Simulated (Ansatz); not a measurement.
# ZnCd2TeO2: the cost of one run

Computed with Ansatz 0.2.0 (DFT PBE, scalar-relativistic, plane waves, PAW, unless a step's input says otherwise).

## Step 1: The starting structure

It takes space group Fd-3m (No. 227, cubic). Conventional cell: a = 10.446 Å, b = 10.446 Å, c = 10.446 Å, α = 90.00°, β = 90.00°, γ = 90.00°. Zn (site symmetry -43m) has 4 Cd at 2.26 Å as nearest neighbours. Cd (site symmetry -3m) has 2 Zn at 2.26 Å as nearest neighbours. Te (site symmetry -43m) has 4 O at 2.26 Å as nearest neighbours. O (site symmetry -3m) is surrounded by 2 Te at 2.26 Å.

Structure file:

```xyz
12
Lattice="0.0000 5.2229 5.2229 5.2229 0.0000 5.2229 5.2229 5.2229 0.0000" Properties=species:S:1:pos:R:3 pbc="T T T"
Zn    0.0000    0.0000    0.0000
Zn    2.6114    2.6114    2.6114
Cd    1.3057    1.3057    1.3057
Cd    3.9171    3.9171    1.3057
Cd    3.9171    1.3057    3.9171
Cd    1.3057    3.9171    3.9171
Te    7.8343    7.8343    7.8343
Te    5.2229    5.2229    5.2229
O     6.5286    6.5286    6.5286
O     3.9171    3.9171    6.5286
O     3.9171    6.5286    3.9171
O     6.5286    3.9171    3.9171
```

A structure generator made this guess: random cell by space group and Wyckoff sites (Fd-3m, No. 227). Its size is a rough estimate.

## Step 2: The guess as it stands, on a coarse mesh

Input file input.yaml:

```yaml
crystal:
  lattice:
    - [0.0, 5.22285323, 5.22285323]
    - [5.22285323, 0.0, 5.22285323]
    - [5.22285323, 5.22285323, 0.0]
  atoms:
    - { symbol: Zn, position: [0.0, 0.0, 0.0] }
    - { symbol: Zn, position: [0.25, 0.25, 0.25] }
    - { symbol: Cd, position: [0.125, 0.125, 0.125] }
    - { symbol: Cd, position: [0.125, 0.125, 0.625] }
    - { symbol: Cd, position: [0.125, 0.625, 0.125] }
    - { symbol: Cd, position: [0.625, 0.125, 0.125] }
    - { symbol: Te, position: [0.75, 0.75, 0.75] }
    - { symbol: Te, position: [0.5, 0.5, 0.5] }
    - { symbol: O, position: [0.625, 0.625, 0.625] }
    - { symbol: O, position: [0.625, 0.625, 0.125] }
    - { symbol: O, position: [0.625, 0.125, 0.625] }
    - { symbol: O, position: [0.125, 0.625, 0.625] }
basis:
  ecutwfc: 420
kpoints:
  mp_grid: { grid: [4, 4, 4] }
hamiltonian:
  xc: pbe
scf:
  occupations: { method: gaussian, width: 0.1 }
  lower_state_search: "off"
output:
  forces: true
  stress: true
  eigenvalues: true
```

Started as:

```sh
$ ansatz run input.yaml --threads 1 --pin off --max-ram 2560MiB --backend cpu --events-out ev --progress --plain --runs-dir out
```

Q: Estimate wall time and peak memory on 1 thread of Intel Xeon Platinum 8259CL at 2.50GHz (Skylake/Cascade Lake), shared host.

About 16 s, with a peak of 0.7 GiB.
